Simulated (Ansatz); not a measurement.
# GaH₆OPSi: basis-set convergence

An exercise on one series of results from a longer session: the logs are not shown, and one member is left open.

Method: one geometry, several basis sets; program: Ansatz 0.2.0, Gaussian basis.

Levels to be run: PBE0-D4/def2-SVP; ωB97M-V/def2-SVP; PBE0-D4/def2-QZVPP; ωB97M-V/def2-QZVPP; the functionals' def2-TZVPP values are taken from earlier runs.

### The geometry

The geometry comes from an earlier relaxation with PBE0-D4 in a triple-zeta def2 set; it is a stationary point, not always the lowest conformer.

SMILES `OP[SiH2][GaH2]`, 10 atoms, charge 0, spin multiplicity 1.

Atoms are counted from 1 here; the program's logs count them from 0.

Bond lengths: O1–P2 1.729 Å, O1–H5 0.962 Å, P2–Si3 2.287 Å, P2–H6 1.421 Å, Si3–Ga4 2.433 Å, Si3–H7 1.489 Å, Si3–H8 1.489 Å, Ga4–H9 1.569 Å, Ga4–H10 1.574 Å. Angles: P2–O1–H5 111.6°, O1–P2–Si3 90.8°, O1–P2–H6 95.9°, Si3–P2–H6 95.0°, P2–Si3–Ga4 84.6°, P2–Si3–H7 108.6°, P2–Si3–H8 110.2°, Ga4–Si3–H7 120.1°, Ga4–Si3–H8 122.0°, H7–Si3–H8 107.8°, Si3–Ga4–H9 119.7°, Si3–Ga4–H10 118.2°, H9–Ga4–H10 121.0°.

Set-up of the first run:

Contents of in.yaml:

```yaml
crystal:
  periodic: [false, false, false]
  atoms:
    - {symbol: O, position_ang: [-0.353329, 1.308898, -0.625393]}
    - {symbol: P, position_ang: [-1.060746, -0.087080, -1.360263]}
    - {symbol: Si, position_ang: [0.046692, -1.455173, 0.099786]}
    - {symbol: Ga, position_ang: [0.999891, 0.613408, 0.954120]}
    - {symbol: H, position_ang: [-0.105389, 1.967165, -1.281231]}
    - {symbol: H, position_ang: [-2.266501, -0.053332, -0.608515]}
    - {symbol: H, position_ang: [0.892802, -2.399368, -0.681533]}
    - {symbol: H, position_ang: [-0.926553, -2.261047, 0.887660]}
    - {symbol: H, position_ang: [0.386335, 1.280207, 2.235189]}
    - {symbol: H, position_ang: [2.386780, 1.086323, 0.380189]}
basis:
  gaussian: {orbitals: def2-SVP}
hamiltonian: {xc: pbe0, dispersion: d4}
output: {orbitals: {seedname: orbitals}}
```

The run is started by

```sh
$ ansatz run in.yaml --threads 2 --pin off --events-out ev --progress --plain --max-ram 31744MiB --backend cpu
```

Among the steps run: PBE0-D4 in def2-SVP; ωB97M-V in def2-SVP; PBE0-D4 in def2-QZVPP; ωB97M-V in def2-QZVPP.

One table of the session follows, with a row left open; its other results are not shown here.

It belongs to the step «Functionals by basis». 

```
functional       basis  HOMO (eV)  LUMO (eV)
   PBE0-D4    def2-SVP      -6.75      -1.32
   PBE0-D4  def2-TZVPP      -6.76      -1.58
   PBE0-D4  def2-QZVPP          ?          ?
   ωB97M-V    def2-SVP      -8.68       0.54
   ωB97M-V  def2-TZVPP      -8.71       0.19
   ωB97M-V  def2-QZVPP      -8.72       0.00
```

Estimate the missing values for PBE0-D4, def2-QZVPP.

As computed: HOMO (eV): -6.77; LUMO (eV): -1.65. In the column «HOMO (eV)» it lies between ωB97M-V, def2-SVP (-8.68) and PBE0-D4, def2-TZVPP (-6.76).
